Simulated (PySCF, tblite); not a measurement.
**C₇H₈NSi radical: geometry, infrared bands and EPR parameters**

What infrared bands and EPR parameters should C₇H₈NSi radical (`C=Nc1ccccc1[SiH2]`) show?

Programs: tblite 0.8.0 and PySCF 2.14.0, with density-fitted response routines of our own. Each step states its level of theory. These are calculated values for one molecule in the gas phase, unless marked as measured. Atoms count from 0, in the outputs and in this text.

## (1) The molecule as given

17 atoms, charge 0, multiplicity 2; geometry from: force field or distance geometry start.

Bonds of the start (Å): C0–N1 1.30, N1–C2 1.43, C2–C3 1.38, C3–C4 1.40, C4–C5 1.37, C5–C6 1.39, C6–C7 1.38, C7–Si8 1.83, C7–C2 1.39, C0–H9 1.07, C0–H10 1.10, C3–H11 1.08, C4–H12 1.10, C5–H13 1.09, C6–H14 1.09, Si8–H15 1.50, Si8–H16 1.49.

## (2) Optimising the geometry with GFN2-xTB

What the job is given:

```
{"job": {"kind": "relax", "xc": "GFN2-xTB", "basis": "xTB"}, "charge": 0, "multiplicity": 2}
C      2.613600    -0.788000    -0.269500
N      1.733200    -0.158900    -0.998800
C      0.395900    -0.232200    -0.489300
C     -0.291100    -1.391300    -0.776200
C     -1.596300    -1.481100    -0.288900
C     -2.160800    -0.435800     0.400200
C     -1.463800     0.734000     0.666600
C     -0.162000     0.826800     0.211600
Si     0.866900     2.316600     0.496600
H      3.646100    -0.809900    -0.532200
H      2.295800    -1.315800     0.647300
H      0.173700    -2.205600    -1.318200
H     -2.167700    -2.395100    -0.487500
H     -3.187000    -0.525400     0.762300
H     -1.956800     1.528700     1.226200
H      0.226500     3.237900     1.497300
H      1.026700     3.107000    -0.757300
```

Started as:

```bash
OMP_NUM_THREADS=1 python probes_run.py task.json out
```

One launch serves the whole session: the jobs run in the order shown.

**Question.** This job is followed by: GFN2-xTB harmonic vibrations, gas phase; UKS B3LYP, pcH-1 on C H N Si, non-relativistic, mean-field spin-orbit, GIAO. What will the session give for the following? strongest single infrared mode (GFN2-xTB); zero-point energy (GFN2-xTB); g(iso) (B3LYP); ⟨S²⟩; largest a(iso) (averaged by class); surface potential, 1st and 99th percentile.

**Answer**, as computed:

| quantity | value |
| --- | --- |
| strongest single infrared mode (GFN2-xTB) | 2319 cm⁻¹, 194 km/mol |
| zero-point energy (GFN2-xTB) | 76.3 kcal/mol |
| g(iso) (B3LYP) | 2.00364 |
| ⟨S²⟩ | 0.763 (exact 0.75) |
| largest a(iso) (averaged by class) | 29Si on Si8, -135.8 MHz |
| surface potential, 1st and 99th percentile | -0.96 V and 1.09 V |

**Reading.** Over 90 steps the energy fell by 0.656 eV; of the close pairs, N1–C2 changed most, 1.433 to 1.373 Å. No mode is imaginary among the 45: a minimum at this level. The strongest single mode, at 2319 cm⁻¹, moves mainly H15. GFN2-xTB is a fitted tight-binding method: band positions and strengths are rough. Its intensities can rank the bands wrongly. Most of the unpaired spin sits on Si8 (0.95 e). The isotropic g lies 1.3 ppt above the free-electron value.
